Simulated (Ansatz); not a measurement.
Relaxation of a periodic cell of 17 atoms, Si16B (host Si, host structure diamond, interstitial B), to a largest force component of 0.03 eV/Å in at most 60 steps.

The calculation used Ansatz 0.2.0, DFT LDA, scalar-relativistic, plane waves, PAW. Settings: PAW set soft_1, cutoff 420 eV, k mesh 2x2x2, gaussian smearing 0.02 eV, spin collinear.

```xyz
17
Lattice="0.0000 5.4300 5.4300 5.4300 0.0000 5.4300 5.4300 5.4300 0.0000" Properties=species:S:1:pos:R:3:forces:R:3
Si 0.000 0.000 0.000 -0.04 -0.04 -0.05
Si 1.357 1.357 1.357 -0.09 -0.55 -0.52
Si 2.715 2.715 0.000 0.55 0.08 0.51
Si 4.072 4.072 1.357 0.05 0.03 0.05
Si 2.715 0.000 2.715 0.56 0.49 0.02
Si 4.072 1.357 4.072 0.05 0.05 0.02
Si 5.430 2.715 2.715 -0.18 -0.18 -0.18
Si 6.787 4.072 4.072 -0.39 -0.37 -0.38
Si 0.000 2.715 2.715 0.38 0.39 0.39
Si 1.357 4.072 4.072 0.17 0.17 0.17
Si 2.715 5.430 2.715 -0.05 -0.04 -0.03
Si 4.072 6.787 4.072 -0.50 -0.56 -0.01
Si 2.715 2.715 5.430 -0.05 -0.02 -0.04
Si 4.072 4.072 6.787 -0.50 0.03 -0.53
Si 5.430 5.430 5.430 -0.04 0.50 0.53
Si 6.787 6.787 6.787 0.01 0.05 0.05
B 3.377 6.148 6.125 0.07 -0.03 0.01
```

Where does it end, and by what steps?

The run converged. Limits of this set-up: PAW files made for another functional, a small cell, in which the defect meets its images. After 3 steps the energy has fallen by 0.161 eV; Si15 moved furthest, 0.06 Å.

```
step  energy less start (eV)  largest force component (eV/Å)  accepted
   0                  0.0000                           0.557       yes
   1                 -0.1477                           0.153       yes
   2                 -0.1585                           0.043       yes
   3                 -0.1611                           0.010       yes
```

```xyz
17
Lattice="0.0000 5.4300 5.4300 5.4300 0.0000 5.4300 5.4300 5.4300 0.0000" Properties=species:S:1:pos:R:3
Si -0.012 -0.014 -0.016
Si 1.354 1.316 1.315
Si 2.758 2.719 0.043
Si 4.087 4.086 1.375
Si 2.757 0.044 2.718
Si 4.087 1.377 4.084
Si 5.420 2.709 2.707
Si 6.774 4.061 4.060
Si 0.013 2.730 2.729
Si 1.365 4.083 4.082
Si 2.697 5.417 2.706
Si 4.030 6.747 4.071
Si 2.697 2.708 5.415
Si 4.030 4.072 6.746
Si 5.432 5.474 5.473
Si 6.796 6.806 6.804
B 3.391 6.112 6.110
```

Whether the end is a true minimum wasn't checked by a vibrational analysis.

Time of the run: 24 s on 2 threads of Arm Neoverse V2, with other jobs on the host, peak memory 0.62 GiB.
